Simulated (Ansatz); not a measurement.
Crystal: NiMoIrPdW.

```
Ni Mo Pd Ir W
1.0
     4.11705    0.00000    0.00000
    -2.05853    3.56547    0.00000
     0.00000    0.00000    5.44580
Ni Mo Pd Ir W
1 1 1 1 1
Direct
  0.00000 0.00000 0.95775
  0.66667 0.33333 0.96161
  0.66667 0.33333 0.46295
  0.33333 0.66667 0.72572
  0.33333 0.66667 0.23642
```

The cell was built by a generator and needn't be a form met in nature.

| Property | Result |
| --- | --- |
| Program | Ansatz 0.2.0 |
| Task | relaxation of cell and atoms |
| Functional | PBE |
| Dispersion | D3(BJ)-ATM |
| Potentials or basis | Ansatz PAW |
| Cutoff | 420 eV (not typed: the program's choice for these potentials) |
| k mesh | 6 × 6 × 4 |
| Occupations | fermi-dirac, width 0.05 eV |
| Spin | collinear spin, ferromagnetic start |
| Starting moments | [1.0, 1.0, 0.0, 0.6, 0.0] μB |

At the start: volume 15.99 Å³/atom.

Problem. How do energy, volume and symmetry change on relaxing?

Solution. It ends after 5 steps and the volume is 15.65 Å³/atom (-2.1 %); space group P3m1 (No. 156, to 0.05 Å); moment 0.00 μB per cell.

Step by step:
| step | energy change (eV) | largest force (eV/Å) | volume (Å³) |
| --- | --- | --- | --- |
| 1 | 0.0000 | 0.1747 | 79.94 |
| 2 | -0.0274 | 0.0256 | 78.36 |
| 3 | -0.0277 | 0.0093 | 78.25 |
| 4 | -0.0278 | 0.0040 | 78.26 |
| 5 | -0.0271 | 0.0041 | 78.26 |

Final structure:
```
Ni Mo Pd Ir W
1.0
     4.08433    0.00000    0.00000
    -2.04217    3.53713    0.00000
     0.00000    0.00000    5.41691
Ni Mo Pd Ir W
1 1 1 1 1
Cartesian
  0.0000 0.0000 5.1794
  2.0422 1.1790 5.2222
  2.0422 1.1790 2.5166
  0.0000 2.3581 3.9194
  0.0000 2.3581 1.2788
```

Caveat: the plane-wave basis is chosen anew once the cell has moved, so the energies of steps on either side of that aren't comparable; pairwise dispersion overbinds metals, which lowers pressure and volume; the starting moments weren't kept.
